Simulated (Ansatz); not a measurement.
**C2H5AlSSi: single point in a Gaussian basis in Python**

A script is to give a single point in a Gaussian basis; the system is C2H5AlSSi.

Program: Ansatz 0.2.0 through its Python package. Level of theory: Hartree-Fock/STO-3G. These are calculated values, not measurements.

### Step 1. The system

Bond lengths: Al1–C2 1.900 Å, C2–C3 1.438 Å, C3–S4 1.771 Å, C2–Si5 1.719 Å, C3–Si5 1.736 Å, Al1–H6 1.655 Å, Al1–H7 1.598 Å, S4–H8 1.427 Å, Si5–H9 1.454 Å, Si5–H10 1.511 Å. Angles (14 of 16 angles, heavy atoms first): Al1–C2–C3 146.4°, Al1–C2–Si5 147.6°, C3–C2–Si5 66.0°, C2–C3–S4 151.5°, C2–C3–Si5 64.8°, S4–C3–Si5 143.5°, C2–Si5–C3 49.2°, C2–Al1–H6 121.5°, C2–Al1–H7 122.0°, C3–S4–H8 89.8°, C2–Si5–H9 117.0°, C2–Si5–H10 114.3°, C3–Si5–H9 116.5°, C3–Si5–H10 113.0°.

No structure file is read: the coordinates are typed or built in the script.

### Step 2. The code

Contents of c2h5alssi_energy.py:

```python
"""Single point of C2H5AlSSi in a Gaussian basis."""

import argparse

import ansatz as az
from ase import Atoms
import numpy as np

parser = argparse.ArgumentParser(description="Single point of C2H5AlSSi in a Gaussian basis.")
parser.add_argument("--basis", required=True, help="basis")
parser.add_argument("--xc", default="hf", help="exchange-correlation functional")
args = parser.parse_args()

atoms = Atoms(["Al", "C", "C", "S", "Si", "H", "H", "H", "H", "H"], positions=[
    (-1.2756, 1.4117, -1.1075),
    (-0.0386, 0.3098, -0.1766),
    (0.4204, -1.03, 0.0708),
    (0.3701, -2.7738, -0.2343),
    (1.2995, 0.2167, 0.8991),
    (-1.2822, 3.0556, -0.9168),
    (-2.3843, 0.803, -2.0838),
    (-0.5638, -2.9289, 0.8336),
    (2.6052, 0.5583, 0.3582),
    (0.9323, 0.3263, 2.3602),
])
system = az.Crystal.molecule_from_ase(atoms)

model = system.calculation().basis(gaussian=args.basis).functional(args.xc).forces()
data = model.session().plan(threads=1).execute().report

for key in ("converged", "free_energy_ev", "reference_energy_ev", "n_frozen", "n_occupied", "n_virtual"):
    print(f"{key:22s} {data[key]}")

symbols = [site.symbol for site in system.cartesian_sites]
print("forces (eV/A)")
for symbol, f in zip(symbols, data["forces_ev_ang"]):
    print(f"  {symbol:2s} {f[0]:9.4f} {f[1]:9.4f} {f[2]:9.4f}")

charges = data["charge_distribution"]
dipole = np.array(charges["dipole_moment_e_ang"]) * 4.803205
print("dipole (D): {:.3f} {:.3f} {:.3f}, length {:.3f}".format(*dipole, np.linalg.norm(dipole)))
print("atom  Mulliken   Lowdin")
for symbol, m, l in zip(symbols, charges["mulliken_charges_e"], charges["lowdin_charges_e"]):
    print(f"{symbol:4s} {m:9.3f} {l:8.3f}")
```

### Step 3. Launch

On the command line:

```console
$ python c2h5alssi_energy.py --basis STO-3G
```

Q: Predict the main results. Wanted: total energy; largest force; dipole moment.

The runs gave:

| quantity | value |
| --- | --- |
| total energy | -27084.8768 eV |
| largest force | 6.361 eV/Å |
| dipole moment | 0.85 D |

In words: Forces reach 6.36 eV/Å, so the atoms aren't at rest. The geometry is a force-field or estimated start, not a minimum of this method, and the basis set is short of its limit. The Löwdin charges here are taken after orthogonalising the functions within each atom; they differ from plain Löwdin charges, and their signs can be unphysical.
